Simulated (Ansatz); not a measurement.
# SnPb5Se6: the cost of one run

Program: Ansatz 0.2.0. Level of theory: DFT PBE, scalar-relativistic, plane waves, PAW. These are calculated values, not measurements.

## Step 1: Starting point

Symmetry: P-3m1, No. 164, trigonal system. The conventional cell has a = 4.381 Å, b = 4.381 Å, c = 21.453 Å, α = 90.00°, β = 90.00°, γ = 120.00°. Sn (site symmetry -3m) has 6 Se at 3.05 Å in its first shell of neighbours. Pb (site symmetry -3m) is surrounded by 6 Se at 3.11 Å. Pb (site symmetry 3m) is surrounded by 6 Se at 3.11 Å. Se (site symmetry 3m) has 6 Pb at 3.11 Å in its first shell of neighbours. Around Se (site symmetry 3m) lie 3 Sn at 3.05 Å and 3 Pb at 3.11 Å.

Structure file:

```
CELL_PARAMETERS angstrom
4.38061 0.00000 0.00000
-2.19030 3.79372 0.00000
0.00000 0.00000 21.45336
ATOMIC_POSITIONS crystal
Sn 0.00000 0.00000 0.50000
Pb 0.00000 0.00000 0.00000
Pb 0.33333 0.66667 0.83197
Pb 0.66667 0.33333 0.66397
Pb 0.33333 0.66667 0.33603
Pb 0.66667 0.33333 0.16803
Se 0.66667 0.33333 0.91598
Se 0.00000 0.00000 0.74795
Se 0.33333 0.66667 0.57946
Se 0.66667 0.33333 0.42054
Se 0.00000 0.00000 0.25205
Se 0.33333 0.66667 0.08402
```

The start is the relaxed end of an invented cell (made as: elements ordered on the sites of the SnSe type, Pb/Sn on Sn (P-3m1, No. 164)), taken up again for a closer look.

## Step 2: A first look at the guess

input.yaml reads:

```yaml
crystal:
  lattice:
    - [4.3806087, 0.0, 0.0]
    - [-2.1903043, 3.7937184, 0.0]
    - [0.0, 0.0, 21.4533616]
  atoms:
    - { symbol: Sn, position: [0.0, 0.0, 0.5] }
    - { symbol: Pb, position: [0.0, 0.0, 0.0] }
    - { symbol: Pb, position: [0.3333333, 0.6666667, 0.831969] }
    - { symbol: Pb, position: [0.6666667, 0.3333333, 0.663966] }
    - { symbol: Pb, position: [0.3333333, 0.6666667, 0.336034] }
    - { symbol: Pb, position: [0.6666667, 0.3333333, 0.168031] }
    - { symbol: Se, position: [0.6666667, 0.3333333, 0.915979] }
    - { symbol: Se, position: [0.0, 0.0, 0.74795] }
    - { symbol: Se, position: [0.3333333, 0.6666667, 0.579459] }
    - { symbol: Se, position: [0.6666667, 0.3333333, 0.420541] }
    - { symbol: Se, position: [0.0, 0.0, 0.25205] }
    - { symbol: Se, position: [0.3333333, 0.6666667, 0.084021] }
basis:
  ecutwfc: 420
kpoints:
  mp_grid: { grid: [6, 6, 1] }
hamiltonian:
  xc: pbe
scf:
  occupations: { method: gaussian, width: 0.1 }
  lower_state_search: "off"
output:
  forces: true
  stress: true
  eigenvalues: true
```

Launch:

```
$ ansatz run input.yaml --threads 4 --pin off --max-ram 8192MiB --backend cpu --events-out ev --progress --plain --runs-dir out
```

Q: Estimate wall time and peak memory on 4 threads of Intel Xeon Platinum 8259CL at 2.50GHz (Skylake/Cascade Lake), shared host.

About 4.3 s, with a peak of 1.2 GiB.
